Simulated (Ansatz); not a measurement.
## SrPd₅, space group P6/mmm: an equation of state with a fit, step by step

Program: Ansatz 0.2.0, Python API.

Run as a notebook:

```python
import ansatz as az
from ase.eos import EquationOfState
from ase.units import GPa
import numpy as np
```

```python
OCCUPATIONS = "Fermi-Dirac"
WIDTH_EV = 0.1
MESH = (5, 5, 5)
```

```python
vectors0 = np.array([
    [5.383, 0.0, 0.0],
    [-2.6915, 4.661815, 0.0],
    [0.0, 0.0, 4.392],
])
sites = [
    ("Sr", (0.0, 0.0, 0.0)),
    ("Pd", (1 / 3, 2 / 3, 0.0)),
    ("Pd", (2 / 3, 1 / 3, 0.0)),
    ("Pd", (0.5, 0.0, 0.5)),
    ("Pd", (0.5, 0.5, 0.5)),
    ("Pd", (0.0, 0.5, 0.5)),
]
```

```python
def on_lattice(cell):
    crystal = az.Crystal(lattice=az.Lattice.of(cell))
    for symbol, position in sites:
        crystal = crystal.atom(symbol, position)
    return crystal
```

```python
# uniform scaling of the cell
volumes, energies, pressures = [], [], []
for scale in np.linspace(0.95, 1.07, 5):
    cell = vectors0 * scale ** (1 / 3)
    calculation = (
        on_lattice(cell).calculation()
        .functional(az.Functional.PBESOL)
        .basis(17 * az.Ha)
        .occupations(OCCUPATIONS, width=WIDTH_EV)
        .kpoints(*MESH)
        .stress()
    )
    summary = calculation.run().report
    volumes.append(abs(np.linalg.det(cell)) / len(sites))
    energies.append(summary["free_energy_ev"] / len(sites))
    pressures.append(np.trace(summary["stress_gpa"]) / 3)
    print(f"V = {volumes[-1]:8.4f} A^3/atom  F = {energies[-1]:.5f} eV/atom  P = {pressures[-1]:8.3f} GPa")
```

    V =  17.4508 A^3/atom  F = -6337.92127 eV/atom  P =    5.241 GPa
    V =  18.0018 A^3/atom  F = -6337.93132 eV/atom  P =    0.742 GPa
    V =  18.5529 A^3/atom  F = -6337.92727 eV/atom  P =   -2.983 GPa
    V =  19.1040 A^3/atom  F = -6337.91155 eV/atom  P =   -6.062 GPa
    V =  19.6551 A^3/atom  F = -6337.88619 eV/atom  P =   -8.601 GPa

```python
eos = EquationOfState(volumes, energies, eos="murnaghan")
v0, e0, bulk = eos.fit()
print(f"V0 = {v0:.4f} A^3/atom, E0 = {e0:.5f} eV/atom, B = {bulk / GPa:.1f} GPa")
eos.plot("eos.png")
```

    V0 = 18.1030 A^3/atom, E0 = -6337.93156 eV/atom, B = 129.6 GPa
    <Axes: title={'center': 'murnaghan: E: -6337.932 eV, V: 18.103 Å$^3$, B: 129.617 GPa'}, xlabel='volume [Å$^3$]', ylabel='energy [eV]'>

A third-order Birch-Murnaghan fit through the 5 points has its minimum at 18.10 Å³ an atom, 1.4 % below the typed cell, with a bulk modulus of 130 GPa and dB/dP = 5.2. From that minimum the energy rises by 10.3 meV an atom on the compressed side and 45.4 meV on the expanded side.

Caveats:
- Total energies depend on the potentials; only differences at equal settings carry meaning.
- Shape and fractional positions are held along the curve, so the bulk modulus is an upper value where they are free to relax.
- For a metal this k-point mesh is coarse: on a finer one energies can move by several to tens of meV an atom and pressures by half a GPa or more, differences at one mesh by less.
- Pressure is positive in compression.
- The starting cell is as deposited in a crystallographic database; the results hold for this polymorph, which needn't be the stable one.
- Timing: 16 s on 1 thread of Intel(R) Xeon(R) 6975P-C (Granite Rapids), on a shared host, peak memory 0.5 GiB.
